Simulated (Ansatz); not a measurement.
# SnTe (zincblende type): the cost of one run

Program: Ansatz 0.2.0. Level of theory: DFT LDA, with the methods named in each step. These are calculated values, not measurements.

### 1 The starting structure

It takes space group F-43m (No. 216, cubic). The conventional cell has a = 6.994 Å, b = 6.994 Å, c = 6.994 Å, α = 90.00°, β = 90.00°, γ = 90.00°. Around Sn (site symmetry -43m) lie 4 Te at 3.03 Å. Around Te (site symmetry -43m) lie 4 Sn at 3.03 Å.

Structure file:

```cif
data_structure
_symmetry_space_group_name_H-M 'F-43m'
_symmetry_Int_Tables_number 216
_cell_length_a 6.9937
_cell_length_b 6.9937
_cell_length_c 6.9937
_cell_angle_alpha 90.000
_cell_angle_beta 90.000
_cell_angle_gamma 90.000
_cell_volume 342.07
loop_
_atom_site_label
_atom_site_type_symbol
_atom_site_symmetry_multiplicity
_atom_site_Wyckoff_symbol
_atom_site_fract_x
_atom_site_fract_y
_atom_site_fract_z
_atom_site_occupancy
Sn1 Sn 4 a 0.00000 0.00000 0.00000 1
Te1 Te 4 d 0.25000 0.25000 0.75000 1
```

The file gives the conventional cell by its symmetry; the runs use the cell typed in the input.

Whether this phase is the stable one at these pressures isn't tested.

Atoms are numbered in the order of the input: Sn1, Te2.

### 2 The reference volume, LAPW

The input, input.yaml:

```yaml
crystal:
  lattice:
    - [0.0, 3.4968307078, 3.4968307078]
    - [3.4968307078, 0.0, 3.4968307078]
    - [3.4968307078, 3.4968307078, 0.0]
  atoms:
    - { symbol: Sn, position: [0.0, 0.0, 0.0] }
    - { symbol: Te, position: [0.25, 0.25, 0.25] }
kpoints:
  mp_grid: { grid: [12, 12, 12] }
  band_path:
    path:
      - [0.0, 0.0, 0.0]
      - [-0.5, -0.5, 0.0]
      - [-0.375, -0.375, 0.25]
      - [-0.375, 0.0, 0.375]
      - [0.0, 0.0, 0.0]
      - [0.0, 0.0, 0.5]
      - [-0.5, -0.25, 0.25]
      - [-0.5, -0.5, 0.0]
    npoints: 14
scf:
  occupations: { method: fermi_dirac, width: 0.1 }
hamiltonian:
  xc: lda
  pseudopotentials: { kind: all_electron, lapw: { basis_error: 0.001 } }
output:
  forces: true
  stress: true
  eigenvalues: true
  populations: true
  dos: { projected: true, de: 0.2, e_range: [-14, 8] }
```

Run with:

```
> ansatz run input.yaml --threads 1 --pin off --max-ram 2048MiB --backend cpu --events-out ev --progress --plain --runs-dir out
```

What time and memory should one allow on 1 thread of Arm Neoverse V1, shared host?

About 63 s, with a peak of 0.4 GiB.
